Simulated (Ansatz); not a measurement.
**C2H6O2Si: small, medium and large basis sets**

The task here is to estimate one member of a computed series from the others.

The runs use Ansatz 0.2.0, Gaussian basis; one geometry, several basis sets.

Levels to be run: PBE0-D4/def2-SVP; ωB97M-V/def2-SVP; PBE0-D4/def2-QZVPP; ωB97M-V/def2-QZVPP; the functionals' def2-TZVPP values are taken from earlier runs.

## The geometry

All runs share one geometry, relaxed beforehand with PBE0-D4 in a triple-zeta def2 set.

SMILES `C=C(O)[SiH2]O`, 11 atoms, charge 0, spin multiplicity 1.

Atoms are counted from 1 here; the program's logs count them from 0.

Bond lengths: C1–C2 1.332 Å, C1–H6 1.082 Å, C1–H7 1.088 Å, C2–O3 1.365 Å, C2–Si4 1.876 Å, O3–H8 0.965 Å, Si4–O5 1.645 Å, Si4–H9 1.488 Å, Si4–H10 1.480 Å, O5–H11 0.958 Å. Angles: C2–C1–H6 120.2°, C2–C1–H7 122.5°, H6–C1–H7 117.3°, C1–C2–O3 124.1°, C1–C2–Si4 123.2°, O3–C2–Si4 112.7°, C2–O3–H8 109.7°, C2–Si4–O5 111.6°, C2–Si4–H9 108.1°, C2–Si4–H10 108.5°, O5–Si4–H9 110.8°, O5–Si4–H10 106.9°, H9–Si4–H10 110.9°, Si4–O5–H11 117.0°.

The first run:

in.yaml

```yaml
crystal:
  periodic: [false, false, false]
  atoms:
    - {symbol: C, position_ang: [0.462308, -0.566591, 1.569840]}
    - {symbol: C, position_ang: [-0.252033, -0.194139, 0.509179]}
    - {symbol: O, position_ang: [-1.584019, -0.448390, 0.355002]}
    - {symbol: Si, position_ang: [0.471209, 0.769688, -0.928660]}
    - {symbol: O, position_ang: [0.232262, -0.006259, -2.359475]}
    - {symbol: H, position_ang: [1.519908, -0.344768, 1.619632]}
    - {symbol: H, position_ang: [0.024494, -1.098800, 2.411988]}
    - {symbol: H, position_ang: [-1.911549, -0.939809, 1.117569]}
    - {symbol: H, position_ang: [-0.159481, 2.117653, -0.945985]}
    - {symbol: H, position_ang: [1.934376, 0.875278, -0.735572]}
    - {symbol: H, position_ang: [-0.672277, -0.220763, -2.592918]}
basis:
  gaussian: {orbitals: def2-SVP}
hamiltonian: {xc: pbe0, dispersion: d4}
output: {orbitals: {seedname: orbitals}}
```

Among the steps run: PBE0-D4 in def2-SVP; ωB97M-V in def2-SVP; PBE0-D4 in def2-QZVPP; ωB97M-V in def2-QZVPP.

One of the session's tables, all rows but one given; the rest of the session is left out.

| functional | basis | HOMO (eV) | LUMO (eV) |
| --- | --- | --- | --- |
| PBE0-D4 | def2-SVP | -6.92 | 0.13 |
| PBE0-D4 | def2-TZVPP | -7.06 | -0.20 |
| PBE0-D4 | def2-QZVPP | ? | ? |
| ωB97M-V | def2-SVP | -9.15 | 2.22 |
| ωB97M-V | def2-TZVPP | -9.32 | 1.70 |
| ωB97M-V | def2-QZVPP | -9.35 | 1.36 |

**Question.** Estimate the row for PBE0-D4, def2-QZVPP.

**Answer.** HOMO (eV): -7.10; LUMO (eV): -0.31. In the column «HOMO (eV)» it lies between ωB97M-V, def2-SVP (-9.15) and PBE0-D4, def2-TZVPP (-7.06).
